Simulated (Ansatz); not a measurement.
The system is NbTe.

```
Nb Te
1.0
     3.42570    0.00000    0.00000
     0.00000    3.42570    0.00000
     0.00000    0.00000    3.42570
Nb Te
1 1
Direct
  0.50000 0.50000 0.50000
  0.00000 0.00000 0.00000
```

The cell was built by a generator and needn't be a form met in nature.

- Program: Ansatz 0.2.0
- Task: relaxation of cell and atoms
- Functional: PBEsol0
- Potentials or basis: Ansatz PAW
- Cutoff: 420 eV (not typed: the program's choice for these potentials)
- k mesh: 4 × 4 × 4
- Occupations: fermi-dirac, width 0.05 eV
- Spin: no spin polarisation

At the start: volume 20.10 Å³/atom.

Problem. How do energy, volume and symmetry change on relaxing?

Solution. It ends after 5 steps and the volume is 19.10 Å³/atom (-5.0 %); space group Pm-3m (No. 221, to 0.05 Å).

Step by step:
| step | energy change (eV) | largest force (eV/Å) | volume (Å³) |
| --- | --- | --- | --- |
| 1 | 0.0000 | 0.0000 | 40.20 |
| 2 | -0.0473 | 0.0000 | 38.45 |
| 3 | -0.0481 | 0.0000 | 38.18 |
| 4 | -0.0481 | 0.0000 | 38.19 |
| 5 | -0.0476 | 0.0000 | 38.19 |

Final structure:
```
Nb Te
1.0
     3.36771    0.00000    0.00000
     0.00000    3.36771    0.00000
     0.00000    0.00000    3.36771
Nb Te
1 1
Cartesian
  1.6839 1.6839 1.6839
  0.0000 0.0000 0.0000
```

Caveat: the k mesh is coarse (spacing up to 0.46 Å⁻¹), so the values aren't converged, least of all with exact exchange; the plane-wave basis is chosen anew once the cell has moved, so the energies of steps on either side of that aren't comparable; the PAW data sets come from PBE, with cores solved anew for the run's functional, which leaves a small shift of forces and pressure.
